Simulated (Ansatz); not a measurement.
# CuH₄+ (singlet): wave-function methods side by side, def2-TZVPP

How much of the correlation energy of CuH₄+ (singlet) does each wave-function method recover here?

Method: def2-TZVPP, core rule «outside noble gas», up to 9 orbitals frozen; program: Ansatz 0.2.0, Gaussian basis.

To be run: UHF; CCSD(T) on RHF; CCSDT(Q) on RHF; CASSCF and NEVPT2, 14 electrons in 10 orbitals.

5 further runs of the same task are left out: 1 for a known fault of the program, 4 set aside as unsound or not needed.

## 1. The system

The geometry is a PBE0/def2-TZVP stationary point (not a proven minimum) of the parent state, kept for this charge and spin.

5 atoms, charge 1, spin multiplicity 1.

Atoms are counted from 1 here; the program's logs count them from 0.

Bond lengths: Cu1–H2 1.572 Å, Cu1–H3 1.572 Å, Cu1–H4 1.572 Å, Cu1–H5 1.572 Å. Angles: H2–Cu1–H3 35.7°, H2–Cu1–H4 144.3°, H2–Cu1–H5 180.0°, H3–Cu1–H4 180.0°, H3–Cu1–H5 144.3°, H4–Cu1–H5 35.7°.

## 2. UHF

File in.yaml:

```yaml
crystal:
  periodic: [false, false, false]
  atoms:
    - {symbol: Cu, position_ang: [0.000000, 0.000000, 0.000000]}
    - {symbol: H, position_ang: [0.000000, 0.481552, 1.496401]}
    - {symbol: H, position_ang: [0.000000, -0.481552, 1.496401]}
    - {symbol: H, position_ang: [0.000000, 0.481552, -1.496401]}
    - {symbol: H, position_ang: [0.000000, -0.481552, -1.496401]}
basis:
  gaussian: {orbitals: def2-TZVPP}
total_charge: 1
magnetization: {spin_polarized: true, initial_magnetization: 0}
hamiltonian: {xc: hf}
output: {orbitals: {seedname: orbitals}}
```

Launch:

```sh
> ansatz run in.yaml --threads 1 --pin off --events-out ev --progress --plain --max-ram 4096MiB --backend cpu
```

Further steps of the session: CCSD(T) on RHF; CCSDT(Q) on RHF; CASSCF and NEVPT2, 14 electrons in 10 orbitals.

**Question.** What will the summary of the whole plan be? Wanted: RCCSDT(Q) below the RHF energy; RMP2 from RCCSDT(Q); RCCSD from RCCSDT(Q); RCCSD(T) from RCCSDT(Q); NEVPT2 valence from RCCSDT(Q); T1 diagnostic; effectively unpaired electrons.

**Answer**, as computed:

```
                         quantity             value
   RCCSDT(Q) below the RHF energy       -14.8205 eV
              RMP2 from RCCSDT(Q)       -1071.1 meV
             RCCSD from RCCSDT(Q)        +553.2 meV
          RCCSD(T) from RCCSDT(Q)         -41.5 meV
    NEVPT2 valence from RCCSDT(Q)        +327.0 meV
levels within 1 kcal/mol (43 meV)  RCCSD(T), RCCSDT
                    T1 diagnostic             0.022
   effectively unpaired electrons              0.02
```

In words: RCCSD(T) lands -41.5 meV from the yardstick (0.3 % of the correlation energy). One determinant dominates. These misses are within one basis, not against nature.
